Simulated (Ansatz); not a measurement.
From input file to script: ClH3SeSi, SMILES Cl[SiH2][SeH] in Ansatz 0.2.0.

```yaml
crystal:
  periodic: [false, false, false]
  atoms:
    - { symbol: Cl, position_ang: [-2.3885, 0.1066, -0.1117] }
    - { symbol: Si, position_ang: [-0.3708, -0.061, -0.3597] }
    - { symbol: Se, position_ang: [0.6336, 0.3108, 1.6266] }
    - { symbol: H, position_ang: [0.0127, -1.4082, -0.8286] }
    - { symbol: H, position_ang: [0.1182, 0.9112, -1.364] }
    - { symbol: H, position_ang: [2.0368, 0.0765, 0.9912] }
basis:
  gaussian:
    orbitals: def2-SVP
correlation:
  method: sc_nevpt2
  active_space:
    window:
      electrons: 4
      orbitals: 5
```

`cas_clh3sesi.py`:
```python
'''Static correlation in ClH3SeSi: natural occupations of an active space.'''

import warnings

import ansatz as az
from ase import Atoms

BASIS_SET = 'def2-SVP'


def main() -> None:
    warnings.simplefilter('ignore', az.DeckWarning)

    atoms = Atoms(['Cl', 'Si', 'Se', 'H', 'H', 'H'], positions=[
        [-2.3885, 0.1066, -0.1117],
        [-0.3708, -0.061, -0.3597],
        [0.6336, 0.3108, 1.6266],
        [0.0127, -1.4082, -0.8286],
        [0.1182, 0.9112, -1.364],
        [2.0368, 0.0765, 0.9912],
    ])
    mol = az.Crystal.molecule_from_ase(atoms)

    model = (
        mol.calculation()
        .basis(gaussian=BASIS_SET)
        .correlation(active_electrons=4, active_orbitals=5)
    )
    for method in ['sc_nevpt2']:
        rep = (model if method is None else model.correlation(method)).run(threads=1).report
        space = rep['configurations']
        state = space['states'][0]
        print(method or 'casscf', f'total {rep["free_energy_ev"] / 27.211386246:.6f} Ha, active-space state {state["energy"]["hartree"]:.6f} Ha, mean field {rep["reference_energy_ev"] / 27.211386246:.6f} Ha')
        print('  determinants', state['n_determinants'], ' natural occupations', [round(n, 3) for n in space['natural_occupations']])


if __name__ == '__main__':
    main()
```

```console
$ python cas_clh3sesi.py
RunWarning: the results are in doubt because another end's mean lies 0.001 eV lower, and its corrected mean 0.000 eV higher
sc_nevpt2 total -3150.024293 Ha, active-space state -3149.594066 Ha, mean field -3149.556589 Ha
  determinants 100  natural occupations [1.976, 1.964, 0.036, 0.018, 0.006]
```
(Warnings from the package without file and line.)

Total energies depend on the basis set; only differences at equal settings carry meaning. The geometry is a force-field or estimated start, not a minimum of this method, and the basis set is short of its limit. The active space starts as a window about the frontier orbitals and is then optimised, not chosen by chemistry. A lower CASSCF solution was found and passed over, so the printed active-space state isn't the lowest. The script silences the warnings on its input, which a real study should read. Timing: 25 s on 1 thread of Intel(R) Xeon(R) Platinum 8488C (Sapphire Rapids), on a shared host, peak memory 0.32 GiB.

(Lines on the test bed's own set-up are left out of the output.)
